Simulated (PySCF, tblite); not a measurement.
# C₃H₈N₂OSi₂: geometry, infrared bands and NMR shifts

What infrared bands and NMR shifts should C₃H₈N₂OSi₂ (`C=NC[SiH2][Si@H](O)C#N`) show?

Programs: tblite 0.8.0 and PySCF 2.14.0, with density-fitted response routines of our own. Each step states its level of theory. These are calculated values for one molecule in the gas phase, unless marked as measured. Atoms count from 0, in the outputs and in this text.

## 1. The starting structure

16 atoms, charge 0, multiplicity 1; geometry from: force field or distance geometry start.

Bonds of the start (Å): C0–N1 1.28, N1–C2 1.46, C2–Si3 1.86, Si3–Si4 2.34, Si4–O5 1.66, Si4–C6 1.89, C6–N7 1.16, C0–H8 1.11, C0–H9 1.11, C2–H10 1.10, C2–H11 1.11, Si3–H12 1.47, Si3–H13 1.50, Si4–H14 1.48, O5–H15 0.98.

## 2. Geometry optimisation with GFN2-xTB

Job settings and geometry (Å):

```
{"job": {"kind": "relax", "xc": "GFN2-xTB", "basis": "xTB"}, "charge": 0, "multiplicity": 1}
C     -2.105900     0.171300     1.691300
N     -1.058000    -0.196500     1.056200
C     -1.232900    -0.256000    -0.392100
Si     0.254300    -1.044000    -1.195400
Si     2.100500     0.071500    -0.296900
O      2.059600    -0.087400     1.358300
C      1.886600     1.843100    -0.916600
N      1.729100     2.929900    -1.290400
H     -3.057100     0.430300     1.189500
H     -2.107700     0.250100     2.795600
H     -1.368900     0.761400    -0.790800
H     -2.137700    -0.838600    -0.652000
H      0.190500    -0.925700    -2.660800
H      0.320300    -2.504000    -0.850600
H      3.358000    -0.528500    -0.809600
H      1.161700    -0.067900     1.753000
```

The run is started by

```
$ OMP_NUM_THREADS=1 python probes_run.py task.json out
```

The driver reads the jobs from task.json and runs them one after another.

**Question.** This job is followed by: GFN2-xTB harmonic vibrations, gas phase; GIAO PBE0/pcSseg-1 NMR shielding, non-relativistic, gas phase. Predict these results of the whole session: strongest single infrared mode (GFN2-xTB); zero-point energy (GFN2-xTB); 13C shifts against TMS (PBE0/pcSseg-1); 1H shifts against TMS (PBE0/pcSseg-1); 15N shifts against NH3 (PBE0/pcSseg-1); 29Si shifts against TMS (PBE0/pcSseg-1); 17O shifts against H2O (PBE0/pcSseg-1).

The runs gave:

```
                                 quantity                                               value
strongest single infrared mode (GFN2-xTB)                                897 cm⁻¹, 392 km/mol
             zero-point energy (GFN2-xTB)                                       65.3 kcal/mol
   13C shifts against TMS (PBE0/pcSseg-1)                              157.0, 127.0, 53.8 ppm
    1H shifts against TMS (PBE0/pcSseg-1)  7.69, 7.08, 5.72, 5.40, 4.41, 4.16, 3.76, 3.71 ppm
   15N shifts against NH3 (PBE0/pcSseg-1)                                    382.8, 359.0 ppm
  29Si shifts against TMS (PBE0/pcSseg-1)                                    -47.0, -72.3 ppm
   17O shifts against H2O (PBE0/pcSseg-1)                                            35.3 ppm
```

The optimisation took 180 steps and gained 0.518 eV; among the close pairs (by a distance rule), C2–Si3 changed most, from 1.865 to 1.936 Å. All 42 modes are real, so the xTB geometry is a minimum. The strongest single mode, at 897 cm⁻¹, moves mainly H15. GFN2-xTB is a fitted tight-binding method: band positions and strengths are rough. Its intensities can rank the bands wrongly. At PBE0/pcSseg-1: The largest span, 714 ppm, is at N1, where the paramagnetic term is -446 ppm.
